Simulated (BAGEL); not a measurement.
# triplet C2H6SSi at 3 levels

We compute a comparison of 3 runs (ROHF/6-31G*, UHF/6-31G*, ROHF/def2-SVP) of triplet C2H6SSi. 

The results are computed with BAGEL 1.2.2.

## 1. The structure to begin with

The species is C2H6SSi (10 atoms), meant as a triplet with charge 0. As SMILES of the parent species, `C[Si]SC`. The shape is that of a PBE0-D4/def2-TZVP optimisation. This is one conformer, not always the lowest. That shape belongs to the parent species and isn't relaxed for this state.

Bond lengths: C1–Si2 1.902 Å, Si2–S3 2.120 Å, S3–C4 1.813 Å, C1–H5 1.096 Å, C1–H6 1.095 Å, C1–H7 1.092 Å, C4–H8 1.089 Å, C4–H9 1.089 Å, C4–H10 1.090 Å. Some angles: C1–Si2–S3 101.6°, Si2–S3–C4 111.5°, Si2–C1–H5 111.4°, Si2–C1–H6 111.6°, Si2–C1–H7 110.2°, S3–C4–H8 110.9°, S3–C4–H9 110.8°, S3–C4–H10 107.2°, H5–C1–H6 107.2°, H5–C1–H7 108.1°.

## 2. A single-point energy at ROHF/6-31G(d) (density fitting with qzvpp-jkfit, spherical functions) (run 1)

File calc.json:

```json
{ "bagel": [

{
  "title": "molecule",
  "basis": "6-31gs.json",
  "df_basis": "qzvpp-jkfit",
  "angstrom": true,
  "geometry": [
    { "atom": "C", "xyz": [      -0.474500,       1.498000,       0.212000 ] },
    { "atom": "Si", "xyz": [      -1.532200,       0.664600,      -1.131800 ] },
    { "atom": "S", "xyz": [      -0.684600,      -1.277500,      -1.197000 ] },
    { "atom": "C", "xyz": [       0.678400,      -1.448200,      -0.013100 ] },
    { "atom": "H", "xyz": [      -0.563800,       0.976000,       1.171000 ] },
    { "atom": "H", "xyz": [       0.587400,       1.503400,      -0.056300 ] },
    { "atom": "H", "xyz": [      -0.795200,       2.531900,       0.356400 ] },
    { "atom": "H", "xyz": [       0.331700,      -1.277900,       1.005200 ] },
    { "atom": "H", "xyz": [       1.483700,      -0.753100,      -0.246400 ] },
    { "atom": "H", "xyz": [       1.052300,      -2.468400,      -0.097000 ] }
  ]
},

{
  "title": "rohf",
  "nopen": 2
},

{
  "title": "print",
  "file": "orbitals.molden",
  "orbitals": true
}

]}
```

The basis set 6-31G* is read from a file made from the Basis Set Exchange's data (not shown).

Command:

```bash
BAGEL_NUM_THREADS=1 BAGEL calc.json > calc.out
```

The log of the run:

```text
* using 1 threads per process

  ===============================================================
  ===============================================================

  *** Geometry ***

  { "atom" : "C", "xyz" : [     -0.896675,      2.830810,      0.400622 ] },
  { "atom" : "Si", "xyz" : [     -2.895438,      1.255912,     -2.138792 ] },
  { "atom" : "S", "xyz" : [     -1.293707,     -2.414125,     -2.262002 ] },
[... 6 lines of this table left out ...]
  { "atom" : "H", "xyz" : [      1.988559,     -4.664600,     -0.183303 ] },

  Number of auxiliary basis functions:      514

  Since a DF basis is specified, we compute 2- and 3-index integrals:
    o Being stored without compression. Storage requirement is 0.024 GB

  Number of basis functions:       76
  Number of electrons      :       48

    * METHOD: MOLECULE                             0.29

  *** Open-shell HF ***

  === Nuclear Repulsion ===
   202.3354836625

      * DIIS with orbital gradients will be used.

  === ROHF iteration (6-31gs.json) ===
      0       -765.47333986          0.02396880           0.16
      1       -765.56562223          0.00974883           0.16
      2       -765.58162090          0.00472992           0.16
[... 12 lines of this table left out ...]
     15       -765.58724428          0.00000001           0.16
    * SCF iteration converged.

    * S^2 (ROHF) is 2.0000

    * Permanent dipole moment:
           (   -0.273557,    -0.673649,    -0.548301) a.u.

    * METHOD: ROHF                                 2.75

    * METHOD: PRINT                                0.01

  ===============================================================
```

It took 3.3 s on 1 thread of Arm Neoverse V1, shared host; peak memory 0.12 GiB.

## 3. The energy at UHF/6-31G(d) (density fitting with qzvpp-jkfit, spherical functions) (run 2)

File hf.json:

```json
{ "bagel": [

{
  "title": "molecule",
  "basis": "6-31gs.json",
  "df_basis": "qzvpp-jkfit",
  "angstrom": true,
  "geometry": [
    { "atom": "C", "xyz": [      -0.474500,       1.498000,       0.212000 ] },
    { "atom": "Si", "xyz": [      -1.532200,       0.664600,      -1.131800 ] },
    { "atom": "S", "xyz": [      -0.684600,      -1.277500,      -1.197000 ] },
    { "atom": "C", "xyz": [       0.678400,      -1.448200,      -0.013100 ] },
    { "atom": "H", "xyz": [      -0.563800,       0.976000,       1.171000 ] },
    { "atom": "H", "xyz": [       0.587400,       1.503400,      -0.056300 ] },
    { "atom": "H", "xyz": [      -0.795200,       2.531900,       0.356400 ] },
    { "atom": "H", "xyz": [       0.331700,      -1.277900,       1.005200 ] },
    { "atom": "H", "xyz": [       1.483700,      -0.753100,      -0.246400 ] },
    { "atom": "H", "xyz": [       1.052300,      -2.468400,      -0.097000 ] }
  ]
},

{
  "title": "uhf",
  "nopen": 2
},

{
  "title": "print",
  "file": "orbitals.molden",
  "orbitals": true
}

]}
```

The basis set 6-31G* is read from a file made from the Basis Set Exchange's data (not shown).

Command:

```bash
BAGEL_NUM_THREADS=1 BAGEL hf.json > hf.out
```

The log of the run:

```text
* using 1 threads per process

  ===============================================================
  ===============================================================

  *** Geometry ***

  { "atom" : "C", "xyz" : [     -0.896675,      2.830810,      0.400622 ] },
  { "atom" : "Si", "xyz" : [     -2.895438,      1.255912,     -2.138792 ] },
  { "atom" : "S", "xyz" : [     -1.293707,     -2.414125,     -2.262002 ] },
[... 6 lines of this table left out ...]
  { "atom" : "H", "xyz" : [      1.988559,     -4.664600,     -0.183303 ] },

  Number of auxiliary basis functions:      514

  Since a DF basis is specified, we compute 2- and 3-index integrals:
    o Being stored without compression. Storage requirement is 0.024 GB

  Number of basis functions:       76
  Number of electrons      :       48

    * METHOD: MOLECULE                             0.29

  *** Open-shell HF ***

  === Nuclear Repulsion ===
   202.3354836625

      * DIIS with orbital gradients will be used.

  === UHF iteration (6-31gs.json) ===
      0       -765.47333986          0.02396880           0.16
      1       -765.56890077          0.00959545           0.15
      2       -765.58418223          0.00459218           0.15
[... 16 lines of this table left out ...]
     19       -765.58906923          0.00000001           0.16
    * SCF iteration converged.

    * S^2 (UHF) is 2.0053

    * Permanent dipole moment:
           (   -0.281615,    -0.667069,    -0.552895) a.u.

    * METHOD: UHF                                  3.34

    * METHOD: PRINT                                0.01

  ===============================================================
```

Run time: 3.9 s. Hardware: 1 thread of Arm Neoverse V1, shared host; peak memory 0.12 GiB.

## 4. A single-point energy at ROHF/def2-SVP (density fitting with qzvpp-jkfit) (run 3)

File input.json:

```json
{ "bagel" : [

{
  "title" : "molecule",
  "basis" : "svp",
  "df_basis" : "qzvpp-jkfit",
  "angstrom" : "true",
  "geometry" : [
    { "atom" : "C", "xyz" : [      -0.474500,       1.498000,       0.212000 ] },
    { "atom" : "Si", "xyz" : [      -1.532200,       0.664600,      -1.131800 ] },
    { "atom" : "S", "xyz" : [      -0.684600,      -1.277500,      -1.197000 ] },
    { "atom" : "C", "xyz" : [       0.678400,      -1.448200,      -0.013100 ] },
    { "atom" : "H", "xyz" : [      -0.563800,       0.976000,       1.171000 ] },
    { "atom" : "H", "xyz" : [       0.587400,       1.503400,      -0.056300 ] },
    { "atom" : "H", "xyz" : [      -0.795200,       2.531900,       0.356400 ] },
    { "atom" : "H", "xyz" : [       0.331700,      -1.277900,       1.005200 ] },
    { "atom" : "H", "xyz" : [       1.483700,      -0.753100,      -0.246400 ] },
    { "atom" : "H", "xyz" : [       1.052300,      -2.468400,      -0.097000 ] }
  ]
},

{ "title" : "rohf", "nopen" : 2 },

{ "title" : "print", "file" : "orbitals.molden", "orbitals" : "true" }

]}
```

Command:

```bash
BAGEL_NUM_THREADS=1 BAGEL input.json > input.out
```

The log of the run:

```text
* using 1 threads per process

  ===============================================================
  ===============================================================

  *** Geometry ***

  { "atom" : "C", "xyz" : [     -0.896675,      2.830810,      0.400622 ] },
  { "atom" : "Si", "xyz" : [     -2.895438,      1.255912,     -2.138792 ] },
  { "atom" : "S", "xyz" : [     -1.293707,     -2.414125,     -2.262002 ] },
[... 6 lines of this table left out ...]
  { "atom" : "H", "xyz" : [      1.988559,     -4.664600,     -0.183303 ] },

  Number of auxiliary basis functions:      514

  Since a DF basis is specified, we compute 2- and 3-index integrals:
    o Being stored without compression. Storage requirement is 0.036 GB

  Number of basis functions:       94
  Number of electrons      :       48

    * METHOD: MOLECULE                             0.29

  *** Open-shell HF ***

  === Nuclear Repulsion ===
   202.3354836625

      * DIIS with orbital gradients will be used.

  === ROHF iteration (svp) ===
      0       -765.19956222          0.02495727           0.21
      1       -765.31686563          0.01230453           0.21
      2       -765.33994119          0.00620149           0.21
[... 12 lines of this table left out ...]
     15       -765.34838539          0.00000001           0.21
    * SCF iteration converged.

    * S^2 (ROHF) is 2.0000

    * Permanent dipole moment:
           (   -0.279223,    -0.567957,    -0.507601) a.u.

    * METHOD: ROHF                                 3.60

    * METHOD: PRINT                                0.02

  ===============================================================
```

Wall time 4.2 s (1 thread of Arm Neoverse V1, shared host); peak memory 0.14 GiB.

## 5. All runs side by side

```tsv
run	level	energy (Eh)	dipole moment (D)	⟨S²⟩	wall time
1	ROHF/6-31G* (density fitting with qzvpp-jkfit, spherical functions)	-765.587244	2.31	2.000	3.3 s
2	UHF/6-31G* (density fitting with qzvpp-jkfit, spherical functions)	-765.589069	2.32	2.005	3.9 s
3	ROHF/def2-SVP (density fitting with qzvpp-jkfit)	-765.348385	2.06	2.000	4.2 s
```

## 6. Outcome

| quantity | value |
| --- | --- |
| run 3: total energy | -765.34839 Eh |
| run 3: dipole moment | 2.06 D |
| run 3: ⟨S²⟩ | 2.000 |

**Reading.** The dipole moment (its size) runs from 2.06 D (ROHF/def2-SVP) to 2.32 D (UHF/6-31G*). The two ends differ in method and basis. All runs together took 11 s, the longest 4.2 s.
